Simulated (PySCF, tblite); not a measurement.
# C₃H₁₁GaOSi₂: geometry, infrared bands and NMR shifts

What infrared bands and NMR shifts should C₃H₁₁GaOSi₂ (`C=[C](C[SiH3])[GaH][O][SiH3]`) show?

Computed with tblite 0.8.0 and PySCF 2.14.0, with density-fitted response routines of our own, on a single molecule in the gas phase. Atoms count from 0, in the outputs and in this text.

### 1 Starting geometry

18 atoms, charge 0, multiplicity 1; geometry from: force field or distance geometry start.

Bonds of the start (Å): C0–C1 1.33, C1–C2 1.46, C2–Si3 1.85, C1–Ga4 2.05, Ga4–O5 2.06, O5–Si6 1.71, C0–H7 1.09, C0–H8 1.10, C2–H9 1.10, C2–H10 1.14, Si3–H11 1.48, Si3–H12 1.47, Si3–H13 1.46, Ga4–H14 1.68, Si6–H15 1.47, Si6–H16 1.50, Si6–H17 1.46.

### 2 Geometry optimisation with GFN2-xTB

Job settings and geometry (Å):

```
{"job": {"kind": "relax", "xc": "GFN2-xTB", "basis": "xTB"}, "charge": 0, "multiplicity": 1}
C     -0.694600    -2.121800    -0.953800
C     -0.576300    -0.895400    -0.449400
C     -1.411100     0.227300    -0.875600
Si    -2.421400     0.977100     0.486500
Ga     0.659400    -0.108100     0.982300
O      1.595000     1.500100     0.093400
Si     3.149100     0.804500     0.231200
H     -0.081600    -2.960500    -0.638700
H     -1.460800    -2.283100    -1.722000
H     -0.765000     1.007800    -1.311300
H     -2.122000    -0.178100    -1.668700
H     -2.842300    -0.015500     1.503500
H     -3.643800     1.534800    -0.102600
H     -1.731600     2.080500     1.157200
H      1.652400    -1.267200     1.673500
H      3.026400    -0.616200    -0.118500
H      3.515000     0.831500     1.682800
H      4.144500     1.488700    -0.588300
```

Command:

```bash
$ OMP_NUM_THREADS=1 python probes_run.py task.json out
```

The driver reads the jobs from task.json and runs them one after another.

**Question.** This job is followed by: GFN2-xTB harmonic vibrations, gas phase; GIAO PBE0/pcSseg-1 NMR shielding, non-relativistic, gas phase. Predict these results of the whole session: strongest single infrared mode (GFN2-xTB); zero-point energy (GFN2-xTB); 13C shifts against TMS (PBE0/pcSseg-1); 1H shifts against TMS (PBE0/pcSseg-1, means over atoms taken as alike); 29Si shifts against TMS (PBE0/pcSseg-1); 17O shifts against H2O (PBE0/pcSseg-1); shieldings of Ga (PBE0/pcSseg-1); surface potential, 1st and 99th percentile.

As calculated:

| quantity | value |
| --- | --- |
| strongest single infrared mode (GFN2-xTB) | 1540 cm⁻¹, 610 km/mol |
| zero-point energy (GFN2-xTB) | 71.2 kcal/mol |
| 13C shifts against TMS (PBE0/pcSseg-1) | 166.3, 132.9, 24.9 ppm |
| 1H shifts against TMS (PBE0/pcSseg-1, means over atoms taken as alike) | 6.35, 5.90, 5.81, 5.46, 3.91, 2.27 ppm |
| 29Si shifts against TMS (PBE0/pcSseg-1) | -39.7, -65.8 ppm |
| 17O shifts against H2O (PBE0/pcSseg-1) | 72.8 ppm |
| shieldings of Ga (PBE0/pcSseg-1) | Ga4 1392.3 ppm |
| surface potential, 1st and 99th percentile | -0.50 V and 2.04 V |

**Reading.** The optimisation took 193 steps and gained 1.598 eV; among the close pairs (by a distance rule), Ga4–Si6 changed most, from 2.756 to 3.377 Å. No mode is imaginary among the 48: a minimum at this level. The strongest single mode, at 1540 cm⁻¹, moves mainly H14. Unscaled tight-binding wavenumbers are off by several per cent, some by more. Its intensities can rank the bands wrongly. At PBE0/pcSseg-1: The widest tensor belongs to Ga4: span 328 ppm, with a paramagnetic part of -1248 ppm. By nearest atom (PBE0/pcSseg-1), the HOMO sits on C0 33 %; C1 26 % and the LUMO on Ga4 41 %; C0 13 %. Spin-orbit coupling is left out, which matters for shieldings and couplings at and beside the heavy atoms.
